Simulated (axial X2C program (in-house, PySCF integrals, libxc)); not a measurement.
# CoS⁻: properties at the nuclei

Aim: properties at the nuclei of CoS⁻, with spin–orbit coupling in the Hamiltonian from the start.

Method: two-component X2C with atomic mean-field terms, Co dyall-acv3z, S dyall-av3z; program: an in-house X2C program for linear molecules on PySCF integrals.

All values are calculated.

### 1 Set-up

Contents of task.json:

```json
{
 "zs": [
  27,
  16
 ],
 "q": -1,
 "bas": [
  "dyall-acv3z",
  "dyall-av3z"
 ],
 "r0": 1.97,
 "levels": [
  "PBE0",
  "HF",
  "BP86",
  "LDA",
  "B3LYP"
 ],
 "nst": 3
}
```

Keys: zs atomic numbers; q charge; bas basis sets; r0 starting distance in Å; levels methods (HF also brings MP2); nst determinants followed.

Started as:

```bash
python soeom.py task.json out
```

Further steps of the session: Expectation values, lowest determinant; Expectation values, a higher determinant; Expectation values, a higher determinant.

**Question.** What will these runs give? Wanted: lowest determinant; Eeff magnitude; Ws magnitude Co; A∥/gI Co; qzz Co; higher determinant (for each run or level that gives them).

**Answer**, as computed:

| quantity | value |
| --- | --- |
| lowest determinant | Ω = 4 (excess of +ω over −ω: ω = 3/2, ω = 5/2) |
| Eeff magnitude (GV/cm), PBE0 | 0.727 |
| Ws magnitude Co (kHz), PBE0 | 0.0848 |
| A∥/gI Co (MHz), PBE0 | 399 |
| qzz Co (a.u.), PBE0 | -1.43 |
| higher determinant | Ω = 3 (excess of +ω over −ω: 2 × ω = -1/2, ω = 3/2, ω = 5/2) |
| Eeff magnitude (GV/cm), PBE0, higher determinant | 0.996 |
| Ws magnitude Co (kHz), PBE0, higher determinant | 0.116 |
| A∥/gI Co (MHz), PBE0, higher determinant | 303 |
| qzz Co (a.u.), PBE0, higher determinant | -1.35 |
| higher determinant | Ω = 2 (excess of +ω over −ω: ω = 1/2, ω = 3/2) |
| Eeff magnitude (GV/cm), PBE0, higher determinant | 1.03 |
| Ws magnitude Co (kHz), PBE0, higher determinant | 0.17 |
| A∥/gI Co (MHz), PBE0, higher determinant | 785 |
| qzz Co (a.u.), PBE0, higher determinant | 0.06 |

**Reading.** In the first state, the effective field runs from 0.438 to 0.886 GV/cm over the mean-field levels, so the levels don't agree on it. The expectation values come from single determinants, which for open shells can mix terms of unlike spin or miss the lowest Ω, so a determinant need not be a state. Eeff is the effective electric field on the electron dipole moment in this Ω state and Ws the scalar–pseudoscalar constant (defined with the proton number Z and per Ω); A∥ is the parallel hyperfine constant, which follows by multiplying with the nuclear g factor gI = μI/(I μN); qzz is the electric field gradient, eQq0 = 234.96 MHz × Q/barn × qzz. The operators were transformed with the bare-nucleus X2C matrices.
